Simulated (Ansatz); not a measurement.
**CH₂OTe (SMILES C1O[Te]1): functionals against CCSD(T) at one geometry**

Aim: energy, forces and dipole at a structure displaced at random from a GFN2-xTB minimum, from CCSD(T) and from density functionals.

Method: single points in def2-TZVPP; program: Ansatz 0.2.0, Gaussian basis.

Correlated methods freeze the cores. Filled d shells of the heavier atoms are correlated. Core potentials replace the inner electrons past krypton, and spin-orbit coupling is left out.

## (1) Where the work starts

SMILES `C1O[Te]1`, 5 atoms, charge 0, spin multiplicity 1.

Atoms are counted from 1 here; the program's logs count them from 0.

Bond lengths: C1–O2 1.403 Å, C1–Te3 2.242 Å, C1–H4 1.233 Å, C1–H5 1.133 Å, O2–Te3 2.146 Å. Angles: O2–C1–Te3 67.7°, O2–C1–H4 119.0°, O2–C1–H5 119.4°, Te3–C1–H4 112.3°, Te3–C1–H5 120.2°, H4–C1–H5 111.7°, C1–O2–Te3 75.1°, C1–Te3–O2 37.2°.

As a file:

```xyz
5

C    -0.01360    0.35200   -0.09850
O    -0.84140   -0.28600    0.83810
Te    0.58440   -1.77960    0.25310
H    -0.43690    0.53740   -1.24110
H     0.66100    1.19740    0.24040
```

## (2) CCSD(T)/def2-TZVPP

run/in.yaml reads:

```yaml
crystal:
  periodic: [false, false, false]
  atoms:
    - {symbol: C, position_ang: [-0.013600, 0.352000, -0.098500]}
    - {symbol: O, position_ang: [-0.841400, -0.286000, 0.838100]}
    - {symbol: Te, position_ang: [0.584400, -1.779600, 0.253100]}
    - {symbol: H, position_ang: [-0.436900, 0.537400, -1.241100]}
    - {symbol: H, position_ang: [0.661000, 1.197400, 0.240400]}
basis:
  gaussian: {orbitals: def2-TZVPP}
correlation: {method: ccsd_t}
output: {forces: true}
```

The command line of these runs was not kept.

## (3) PBE0-D4/def2-TZVPP

Changes to run/in.yaml since step 2:

```diff
@@ -10,3 +10,3 @@
   gaussian: {orbitals: def2-TZVPP}
-correlation: {method: ccsd_t}
-output: {forces: true}
+hamiltonian: {xc: pbe0, dispersion: d4}
+output: {forces: true, orbitals: {seedname: orbitals}}
```

## (4) wB97M-V/def2-TZVPP

Changes to run/in.yaml since step 3:

```diff
@@ -10,3 +10,3 @@
   gaussian: {orbitals: def2-TZVPP}
-hamiltonian: {xc: pbe0, dispersion: d4}
-output: {forces: true, orbitals: {seedname: orbitals}}
+hamiltonian: {xc: {name: wB97M-V}}
+output: {forces: true}
```

## (5) r2SCAN-D4/def2-TZVPP

Changes to run/in.yaml since step 4:

```diff
@@ -10,3 +10,3 @@
   gaussian: {orbitals: def2-TZVPP}
-hamiltonian: {xc: {name: wB97M-V}}
+hamiltonian: {xc: r2scan, dispersion: d4}
 output: {forces: true}
```

## (6) PBE-D4/def2-TZVPP

Changes to run/in.yaml since step 5:

```diff
@@ -10,3 +10,3 @@
   gaussian: {orbitals: def2-TZVPP}
-hamiltonian: {xc: r2scan, dispersion: d4}
+hamiltonian: {xc: pbe, dispersion: d4}
 output: {forces: true}
```

## (7) B97M-V/def2-TZVPP

Changes to run/in.yaml since step 6:

```diff
@@ -10,3 +10,3 @@
   gaussian: {orbitals: def2-TZVPP}
-hamiltonian: {xc: pbe, dispersion: d4}
+hamiltonian: {xc: {name: B97M-V}}
 output: {forces: true}
```

## (8) CAM-B3LYP-D4/def2-TZVPP

Changes to run/in.yaml since step 7:

```diff
@@ -10,3 +10,3 @@
   gaussian: {orbitals: def2-TZVPP}
-hamiltonian: {xc: {name: B97M-V}}
+hamiltonian: {xc: {name: CAM-B3LYP}, dispersion: d4}
 output: {forces: true}
```

(Steps that only read results are left out.)

**Question.** What will these runs give? Wanted: energy less free atoms, CCSD(T)/def2-TZVPP; RMS force component; RMS force error; HOMO and LUMO, PBE0-D4; T1 diagnostic.

As calculated:

| quantity | value |
| --- | --- |
| energy less free atoms, CCSD(T)/def2-TZVPP | -1513.9 kJ/mol |
| RMS force component | 1.089 to 1.375 eV/Å over the methods |
| RMS force error | PBE0-D4 0.298, wB97M-V 0.286, r2SCAN-D4 0.148, PBE-D4 0.172, B97M-V 0.212, CAM-B3LYP-D4 0.299 eV/Å |
| HOMO and LUMO, PBE0-D4 | -6.25 and -2.83 eV |
| T1 diagnostic | 0.017 |

In words: Against CCSD(T) the functionals' energies less atoms differ by -149.6 to -34.4 kJ/mol, PBE-D4 by -149.6 kJ/mol. A larger basis would deepen the CCSD(T) value, while the functionals are nearly converged already, so the order here is not reliable. On forces the order runs from r2SCAN-D4 to CAM-B3LYP-D4. Frozen-core CCSD(T) forces in triple zeta carry basis errors of their own, and this is one geometry, so small gaps rank nothing. The restricted Hartree–Fock reference is unstable towards an unrestricted one at one or more of these structures.
